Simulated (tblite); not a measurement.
# C4H7BrO3Si2: the cost of one run

The runs use tblite 0.8.0 and PySCF 2.14.0, with density-fitted response routines of our own; the level of theory stands in each step. All values are computed, except where a source is named. Atoms are numbered from 0 throughout.

### 1 Starting geometry

17 atoms, charge 0, multiplicity 1; geometry from: force field or distance geometry start.

Bonds of the start (Å): Si0–O1 1.74, O1–Si2 1.71, Si2–O3 1.75, O3–C4 1.39, C4–C5 1.41, C5–C6 1.38, C6–C7 1.41, C7–Br8 1.90, C7–O9 1.31, O9–C4 1.31, Si0–H10 1.47, Si0–H11 1.47, Si0–H12 1.44, Si2–H13 1.46, Si2–H14 1.50, C5–H15 1.06, C6–H16 1.09.

### 2 Relaxing the molecule with GFN2-xTB

Job settings and geometry (Å):

```
{"job": {"kind": "relax", "xc": "GFN2-xTB", "basis": "xTB"}, "charge": 0, "multiplicity": 1}
Si     3.910700     0.026300    -0.421200
O      2.676700    -1.104200     0.041500
Si     1.279600    -0.251100     0.522200
O     -0.065500    -0.952200    -0.356400
C     -1.319700    -0.412300    -0.096900
C     -2.495600    -0.867900    -0.721400
C     -3.524200    -0.087200    -0.240300
C     -2.936600     0.818300     0.660700
Br    -3.799800     2.171000     1.678600
O     -1.649500     0.576300     0.697200
H      3.807400     1.123400     0.555500
H      3.616200     0.469000    -1.791200
H      5.187300    -0.639300    -0.400500
H      1.062900    -0.221000     1.962700
H      1.436000     1.183000     0.109800
H     -2.611700    -1.658900    -1.416900
H     -4.581300    -0.161100    -0.494300
```

The run is started by

```sh
$ OMP_NUM_THREADS=1 python probes_run.py task.json out
```

The driver reads the jobs from task.json and runs them one after another.

**Question.** How long does this first job take on 1 thread of Arm Neoverse V1, shared host, and how much memory does it need?

About 1.3 s, with a peak of 0.18 GiB.
